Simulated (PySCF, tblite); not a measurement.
# C₃H₈OSeSi₂: geometry, infrared bands and NMR shifts

What infrared bands and NMR shifts should C₃H₈OSeSi₂ (`[SiH3][Se][Si@@H]1C=CCO1`) show?

Programs: tblite 0.8.0 and PySCF 2.14.0, with density-fitted response routines of our own. Each step states its level of theory. These are calculated values for one molecule in the gas phase, unless marked as measured. Atoms count from 0, in the outputs and in this text.

### Step 1. The molecule as given

15 atoms, charge 0, multiplicity 1; geometry from: force field or distance geometry start.

Bonds of the start (Å): Si0–Se1 2.28, Se1–Si2 2.27, Si2–C3 1.80, C3–C4 1.32, C4–C5 1.50, C5–O6 1.42, O6–Si2 1.72, Si0–H7 1.47, Si0–H8 1.47, Si0–H9 1.48, Si2–H10 1.47, C3–H11 1.07, C4–H12 1.09, C5–H13 1.11, C5–H14 1.11.

### Step 2. Geometry optimisation with GFN2-xTB

What the job is given:

```
{"job": {"kind": "relax", "xc": "GFN2-xTB", "basis": "xTB"}, "charge": 0, "multiplicity": 1}
Si     2.295600     0.761000     0.169400
Se     2.212900    -1.421300    -0.483600
Si    -0.041000    -1.544900    -0.205200
C     -0.900700    -0.349600    -1.249200
C     -1.543100     0.454300    -0.420000
C     -1.399700     0.179900     1.048700
O     -0.535100    -0.913800     1.314600
H      3.681000     1.250300     0.115000
H      1.792800     0.885700     1.548700
H      1.448200     1.571400    -0.726200
H     -0.568800    -2.904500    -0.414400
H     -0.911100    -0.299800    -2.321900
H     -2.152900     1.276000    -0.791600
H     -0.982800     1.085700     1.544300
H     -2.399600    -0.022400     1.482500
```

Command:

```console
OMP_NUM_THREADS=1 python probes_run.py task.json out
```

One launch serves the whole session: the jobs run in the order shown.

**Question.** This job is followed by: GFN2-xTB harmonic vibrations, gas phase; GIAO PBE0/pcSseg-1 NMR shielding, non-relativistic, gas phase. What will the session give for the following? strongest single infrared mode (GFN2-xTB); zero-point energy (GFN2-xTB); 13C shifts against TMS (PBE0/pcSseg-1); 1H shifts against TMS (PBE0/pcSseg-1, means over atoms taken as alike); 29Si shifts against TMS (PBE0/pcSseg-1); 77Se shifts against Me2Se (PBE0/pcSseg-1); 17O shifts against H2O (PBE0/pcSseg-1); surface potential, 1st and 99th percentile.

**Answer**, as computed:

| quantity | value |
| --- | --- |
| strongest single infrared mode (GFN2-xTB) | 743 cm⁻¹, 549 km/mol |
| zero-point energy (GFN2-xTB) | 61.1 kcal/mol |
| 13C shifts against TMS (PBE0/pcSseg-1) | 159.2, 131.3, 78.4 ppm |
| 1H shifts against TMS (PBE0/pcSseg-1, means over atoms taken as alike) | 7.30, 6.19, 6.19, 4.95, 4.92, 4.55 ppm |
| 29Si shifts against TMS (PBE0/pcSseg-1) | 22.7, -66.1 ppm |
| 77Se shifts against Me2Se (PBE0/pcSseg-1) | -514 ppm |
| 17O shifts against H2O (PBE0/pcSseg-1) | 46.9 ppm |
| surface potential, 1st and 99th percentile | -1.30 V and 1.22 V |

What this shows: The optimisation took 78 steps and gained 0.338 eV; among the close pairs (by a distance rule), Si2–O6 changed most, from 1.718 to 1.636 Å. All 39 modes are real, so the xTB geometry is a minimum. The strongest single mode, at 743 cm⁻¹, is carried by H7, H8, H9. Unscaled tight-binding wavenumbers are off by several per cent, some by more. Its intensities can rank the bands wrongly. At PBE0/pcSseg-1: Shielding is most anisotropic at Se1 (span 532 ppm, paramagnetic term -733 ppm). At PBE0/pcSseg-1, counted by nearest atom on the grid, the HOMO lies on Se1 80 %, the LUMO on C3, C4 about 27 % each; H11, H12 about 7 % each. Spin-orbit coupling is left out, which matters for shieldings and couplings at and beside the heavy atoms.
